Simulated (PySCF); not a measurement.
# Pr³³⁺: dipole response in even-tempered 18s13p8d4f3g

Aim: the static polarisability and the C₆ coefficient of Pr³³⁺, method by method.

Method: unrestricted determinants in a Gaussian basis, no spin-orbit coupling in the energies. Code: PySCF 2.14.0.

**1. The system**

* Element: praseodymium (Z = 59)
* Basis: an uncontracted even-tempered set (18 s from 5.3 bohr⁻², ratio 2.5; 13 p from 6.9 bohr⁻², ratio 2.5; 8 d from 6.9 bohr⁻², ratio 2.5; 4 f from 30 bohr⁻², ratio 2.7; 3 g from 45 bohr⁻², ratio 2.7)
* Hamiltonian: scalar relativity by spin-free X2C-1e
* State 1: Pr³³⁺: [Ar] 3d8, high-spin 3F determinant
* Methods: PBE0

The outer shells:

Pr33+ [Ar] 3d8
```
[Ar] core
3d [↑↓][↑↓][↑↓][↑ ][↑ ]
```

The runs were made by one driver on top of PySCF. The scripts below sum up each run's settings (the driver also hands on starting orbitals that pick excited configurations, and frozen orbitals as a list rather than a count), and the logs come from the driver's own runs. The driver starts from symmetry-adapted Hartree-Fock orbitals, holds the occupation by maximum overlap and uses a logarithmic radial grid for functionals, so a plain start would take other cycles.

The integrals over 152 functions and the set-up took 0.93 s of CPU time.

**2. Pr³³⁺: PBE0**

**PBE0**

File input.py:

```python
from pyscf import gto, scf, dft, mp, cc
mol = gto.M(atom="Pr 0 0 0", charge=33, spin=2, symmetry="D2h",
            basis=gto.etbs([(0, 18, 5.3, 2.5), (1, 13, 6.9, 2.5), (2, 8, 6.9, 2.5), (3, 4, 30, 2.7), (4, 3, 45, 2.7)]),
            nucmod="G")
mf = dft.UKS(mol, xc="PBE0").sfx2c1e()
mf.irrep_nelec = {'Ag': (5, 3), 'B1g': (1, 1), 'B2g': (1, 1), 'B3g': (1, 1), 'B1u': (2, 2), 'B2u': (2, 2), 'B3u': (2, 2)}
mf.kernel()
```

What it wrote:

```text
damping factor = 0
level_shift factor = 0
DIIS = <class 'pyscf.scf.diis.CDIIS'>
diis_start_cycle = 1
diis_space = 10
diis_damp = 0
SCF conv_tol = 1e-09
SCF conv_tol_grad = None
number electrons alpha = 14  beta = 12
XC functionals = PBE0
    C. Adamo and V. Barone.,  J. Chem. Phys. 110, 6158 (1999)
    M. Ernzerhof and G. E. Scuseria.,  J. Chem. Phys. 110, 5029 (1999)
cycle= 1 E= -8566.40478948175  delta_E= -0.0106  |g|= 0.0188  |ddm|= 0.0311
cycle= 2 E= -8566.40479144007  delta_E= -1.96e-06  |g|= 0.000428  |ddm|= 0.000356
cycle= 3 E= -8566.40479144167  delta_E= -1.6e-09  |g|= 3.96e-05  |ddm|= 1.3e-05
cycle= 4 E= -8566.40479144169  delta_E= -2.18e-11  |g|= 6.7e-06  |ddm|= 1.39e-06
converged SCF energy = -8566.40479144169  <S^2> = 2.0000741  2S+1 = 3.0000494
```

It used 80 s of CPU time after the integrals (shared host).

The occupied shells:

```
shell  electrons  mean orbital energy (eV)  spread (eV)  rms radius (bohr)
 1s α          1                  -43231.2            0             0.0275
 1s β          1                  -43231.1            0             0.0275
 2s α          1                   -8119.6            0              0.111
 2s β          1                   -8111.3            0              0.111
 2p α          3                   -7420.6            0             0.0992
 2p β          3                   -7413.5            0             0.0992
 3s α          1                   -2710.2            0              0.282
 3s β          1                   -2700.6            0              0.282
 3p α          3                   -2487.1            0              0.279
 3p β          3                   -2476.3            0              0.279
 3d α          5                   -2187.4        5.806              0.253
 3d β          3                   -2179.2            0              0.253
```

⟨S²⟩ = 2.000, ⟨L²⟩ = 12.00.

The driver then solved the coupled dipole response at imaginary frequencies: mean α = 0.006171 bohr³, C₆ = 0.001101 au for a like pair.

Spin-orbit coupling is strong in this species (close to jj coupling), so the high-spin LS determinant is a model state, not a physical level.

Radial density 4πr²ρ of Pr³³⁺ at PBE0, without picture-change correction:

```
r (bohr)  density  spin density
0.000388     1.04         0.000
0.000653     2.35         0.000
 0.00110     5.16         0.000
 0.00185     11.0         0.000
 0.00311     22.2        -0.001
 0.00522     40.9        -0.001
 0.00879     64.3        -0.001
  0.0148     78.5        -0.001
  0.0249     70.9         0.011
  0.0418     72.7         0.151
  0.0703     99.2         1.227
   0.118     72.1         5.345
   0.199     73.5         9.169
   0.335     36.8         3.620
   0.563     1.26         0.128
   0.947  0.00171         0.000
```

**3. The response side by side**

Pr³³⁺, in atomic units:

```
method    mean α  C₆ (like pair)      S(−4)
  PBE0  0.006171        0.001101  1.723e-05
```

α(iu) at PBE0:

```
u (hartree)  α(iu) (bohr³)
          0       0.006171
       4.00       0.005923
       8.00       0.005409
       16.0       0.004517
       24.0       0.003922
       32.0       0.003460
       40.0       0.003063
       60.0       0.002266
       80.0       0.001695
        120       0.001011
        200      0.0004591
```

**4. Results**

```
  quantity                  value
α of Pr³³⁺  0.006171 (PBE0) bohr³
```

**Reading.** A single London oscillator with the computed α and C₆ of Pr³³⁺ at PBE0 would have ω = 4 C₆ / (3 α²) = 38.5 hartree. All values hold for this basis alone; no basis-set limit was taken.
